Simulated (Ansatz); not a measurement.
# Sr3Pt: the cost of one run

Method: DFT PBE, scalar-relativistic, plane waves, PAW, in Ansatz 0.2.0.

1 further run of the same task is left out (it didn't finish).

## Step 1: Starting point

It takes space group Pm-3m (No. 221, cubic). The conventional cell has a = 5.638 Å, b = 5.638 Å, c = 5.638 Å, α = 90.00°, β = 90.00°, γ = 90.00°. Sr (site symmetry 4/mmm) is surrounded by 8 Sr at 3.99 Å and 4 Pt at 3.99 Å. Pt (site symmetry m-3m) has 12 Sr at 3.99 Å as nearest neighbours.

Coordinates:

```xyz
4
Lattice="5.6376 0.0000 0.0000 0.0000 5.6376 0.0000 0.0000 0.0000 5.6376" Properties=species:S:1:pos:R:3 pbc="T T T"
Sr    2.8188    0.0000    0.0000
Sr    0.0000    2.8188    0.0000
Sr    0.0000    0.0000    2.8188
Pt    2.8188    2.8188    2.8188
```

Recipe of the guess: ordered superstructure of fcc (Pm-3m, No. 221). Lengths come from tabulated atomic sizes and are only a guess.

## Step 2: Probe: one point on a coarse mesh

input.yaml

```yaml
crystal:
  lattice:
    - [5.63758255, 0.0, 0.0]
    - [0.0, 5.63758255, 0.0]
    - [0.0, 0.0, 5.63758255]
  atoms:
    - { symbol: Sr, position: [0.5, 0.0, 0.0] }
    - { symbol: Sr, position: [0.0, 0.5, 0.0] }
    - { symbol: Sr, position: [0.0, 0.0, 0.5] }
    - { symbol: Pt, position: [0.5, 0.5, 0.5] }
basis:
  ecutwfc: 420
kpoints:
  mp_grid: { grid: [4, 4, 4] }
hamiltonian:
  xc: pbe
scf:
  occupations: { method: gaussian, width: 0.1 }
  lower_state_search: "off"
output:
  forces: true
  stress: true
  eigenvalues: true
```

The run is started by

```
> ansatz run input.yaml --threads 1 --pin off --max-ram 2048MiB --backend cpu --events-out ev --progress --plain --runs-dir out
```

What time and memory should one allow on 1 thread of Arm Neoverse V1, shared host?

About 3.3 s, with a peak of 0.38 GiB.
